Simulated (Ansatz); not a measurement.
# C2H4O2Si (SMILES C=C1O[SiH2]O1): HF/cc-pVDZ

What is the vertical ionisation energy of C2H4O2Si at HF/cc-pVDZ? 

The calculation is run with Ansatz 0.2.0.

56 further runs of the same task are left out: 56 set aside as unsound or not needed. Runs told in other sessions of the task aren't counted.

### Step 1. The system as given

C2H4O2Si: 9 atoms, total charge 0, spin state singlet. SMILES: `C=C1O[SiH2]O1`. Geometry: relaxed at PBE0-D4/def2-TZVP.

Bond lengths: C1–C2 1.319 Å, C2–O3 1.381 Å, O3–Si4 1.676 Å, C2–O5 1.381 Å, Si4–O5 1.676 Å, C1–H6 1.079 Å, C1–H7 1.079 Å, Si4–H8 1.478 Å, Si4–H9 1.478 Å. Some angles: C1–C2–O3 128.1°, C1–C2–O5 128.1°, O3–C2–O5 103.9°, C2–O3–Si4 87.6°, O3–Si4–O5 80.9°, C2–O5–Si4 87.6°, C2–C1–H6 119.7°, C2–C1–H7 119.7°, O3–Si4–H8 115.3°, O3–Si4–H9 115.3°.

### Step 2. A single-point energy at HF/cc-pVDZ

Input file in.yaml:

```yaml
crystal:
  periodic: [false, false, false]
  atoms:
    - {symbol: C, position_ang: [0.527300, 1.358500, -1.129600]}
    - {symbol: C, position_ang: [0.157300, 0.383100, -0.322900]}
    - {symbol: O, position_ang: [-0.585200, 0.473600, 0.838200]}
    - {symbol: Si, position_ang: [-0.440000, -1.190500, 0.978300]}
    - {symbol: O, position_ang: [0.421700, -0.967300, -0.442100]}
    - {symbol: H, position_ang: [0.243100, 2.374800, -0.904500]}
    - {symbol: H, position_ang: [1.111300, 1.132600, -2.008400]}
    - {symbol: H, position_ang: [-1.701100, -1.949600, 0.840800]}
    - {symbol: H, position_ang: [0.354100, -1.661500, 2.132900]}
basis:
  gaussian: {orbitals: cc-pVDZ}
hamiltonian: {xc: hf}
accuracy: high
output: {orbitals: {seedname: orbitals}}
```

Run with:

```sh
$ ansatz run in.yaml --threads 1 --pin off --max-ram 3480MiB --events-out events.jsonl --progress --plain --runs-dir runs
```

The program printed:

```text
Warning: RAYON_NUM_THREADS=1 ignored (pool sized by the plan → 1); use --threads N
Functional definition: HF
  name "HF"
  exchange = exact_x
  correlation = 0
2196 factors; integrals over basis functions are off by at most 3.5e-9 eV
mean field evaluation 1: about -14057.4914 eV, gradient 4.0e1 eV
mean field evaluation 2: about -14057.6544 eV, gradient 4.0e1 eV
mean field evaluation 4: about -14061.2822 eV, gradient 3.5e0 eV
mean field evaluation 8: about -14061.3338 eV, gradient 3.2e-1 eV
mean field evaluation 16: about -14061.3345 eV, gradient 1.1e-8 eV
mean field -14061.33446674 eV, -516.7445105378 hartree, gradient 1.1e-8 eV, S^2 0.000000; 0 other end points of the search recorded, 0 dependent functions left out
reference -14061.33446674 eV, -516.7445105378 hartree; 23, 23 occupied and 71, 71 virtual orbitals, 2196 factors
Total energy: -14061.33446674 eV, -516.7445105378 hartree
```

Run time: 3.6 s. Hardware: 1 thread of Arm Neoverse V1, shared host; peak memory 0.28 GiB.

### Step 3. The doublet cation

Input file job.yaml:

```yaml
crystal:
  periodic: [false, false, false]
  atoms:
    - {symbol: C, position_ang: [0.527300, 1.358500, -1.129600]}
    - {symbol: C, position_ang: [0.157300, 0.383100, -0.322900]}
    - {symbol: O, position_ang: [-0.585200, 0.473600, 0.838200]}
    - {symbol: Si, position_ang: [-0.440000, -1.190500, 0.978300]}
    - {symbol: O, position_ang: [0.421700, -0.967300, -0.442100]}
    - {symbol: H, position_ang: [0.243100, 2.374800, -0.904500]}
    - {symbol: H, position_ang: [1.111300, 1.132600, -2.008400]}
    - {symbol: H, position_ang: [-1.701100, -1.949600, 0.840800]}
    - {symbol: H, position_ang: [0.354100, -1.661500, 2.132900]}
basis:
  gaussian: {orbitals: cc-pVDZ}
total_charge: 1
magnetization: {spin_polarized: true, initial_magnetization: 1}
hamiltonian: {xc: hf}
accuracy: high
output: {orbitals: {seedname: orbitals}}
```

Run with:

```sh
$ ansatz run job.yaml --threads 1 --pin off --max-ram 3480MiB --events-out events.jsonl --progress --plain --runs-dir runs
```

The program printed:

```text
Warning: RAYON_NUM_THREADS=1 ignored (pool sized by the plan → 1); use --threads N
[... 4 set-up lines as earlier in the session ...]
2195 factors; integrals over basis functions are off by at most 3.5e-9 eV
mean field evaluation 1: about -14046.8615 eV, gradient 3.6e1 eV
mean field evaluation 2: about -14047.0347 eV, gradient 3.6e1 eV
mean field evaluation 4: about -14053.2833 eV, gradient 3.8e0 eV
mean field evaluation 8: about -14053.5108 eV, gradient 3.8e-1 eV
mean field evaluation 16: about -14053.5154 eV, gradient 9.8e-7 eV
mean field -14053.51541847 eV, -516.4571658141 hartree, gradient 2.1e-8 eV, S^2 0.758017; 0 other end points of the search recorded, 0 dependent functions left out
reference -14053.51541847 eV, -516.4571658141 hartree; 23, 22 occupied and 71, 72 virtual orbitals, 2195 factors
Total energy: -14053.51541847 eV, -516.4571658141 hartree
```

It took 4.8 s on 1 thread of Arm Neoverse V1, shared host; peak memory 0.36 GiB.

### Step 4. Summary of results

At HF/cc-pVDZ:

```
                                          quantity          value
                    singlet C2H4O2Si: total energy  -516.74451 Eh
                     singlet C2H4O2Si: HOMO energy       -9.23 eV
                     singlet C2H4O2Si: LUMO energy        2.83 eV
                   singlet C2H4O2Si: HOMO–LUMO gap       12.06 eV
                      doublet cation: total energy  -516.45717 Eh
doublet cation: HOMO energy (highest over α and β)      -17.82 eV
 doublet cation: LUMO energy (lowest over α and β)       -6.53 eV
                              doublet cation: ⟨S²⟩          0.758
vertical ionisation energy (to the doublet cation)       7.819 eV
```

In words: The vertical ionisation energy comes to 7.82 eV (180 kcal/mol). −ε(HOMO) before ionisation, 9.23 eV, is 1.41 eV above this ionisation energy.
